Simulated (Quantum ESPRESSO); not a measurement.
# GaF in Quantum ESPRESSO: the effect of functional

Crystal: GaF.

```xyz
2
Lattice="3.1659 0.0000 0.0000 0.0000 3.1659 0.0000 0.0000 0.0000 3.1659" Properties=species:S:1:pos:R:3 pbc="T T T"
Ga    0.0000    0.0000    0.0000
F     1.5830    1.5830    1.5830
```

The cell was built by a generator and needn't be a form met in nature.

Alike in all runs:

* Program: Quantum ESPRESSO 7.5
* Task: phonons
* Cutoff: 762 eV
* Density cutoff: 6095 eV
* k mesh: 4 × 4 × 4, shifted
* Occupations: fermi-dirac, width 0.05 eV
* Spin: no spin polarisation

Each run relaxes the cell or the atoms first.

**Question.** One run gave: relaxed volume 14.78 Å³/atom; dielectric constant 5.94 mean; highest phonon frequency 47 cm⁻¹. Which functional did it use?
A. revPBE
B. PBE
C. PW91
D. LDA
E. vdW-DF-cx

**Answer.** E.

```tsv
functional	potentials or basis	relaxed volume (Å³/atom)	dielectric constant (mean)	highest phonon frequency (cm⁻¹)
LDA	GBRV 1.5 LDA	13.76	6.30	-9
PBE	GBRV 1.5 PBE	15.69	5.72	0
PBEsol	GBRV 1.5 PBEsol	14.50	6.19	-16
PW91	GBRV 1.5 PBE	15.56	5.70	-30
revPBE	GBRV 1.5 PBE	16.48	5.51	-2
BLYP	GBRV 1.5 PBE	16.92	5.08	46
vdW-DF-cx	GBRV 1.5 PBE	14.78	5.94	47
```

Caveats: some modes are imaginary; the potentials were made for another functional, which shifts forces and pressure (some runs); before the sum rule the acoustic modes lie tens of cm⁻¹ from zero, a sign that the density grid also shifts the optical modes (some runs).

Not every run made on this cell is shown here.
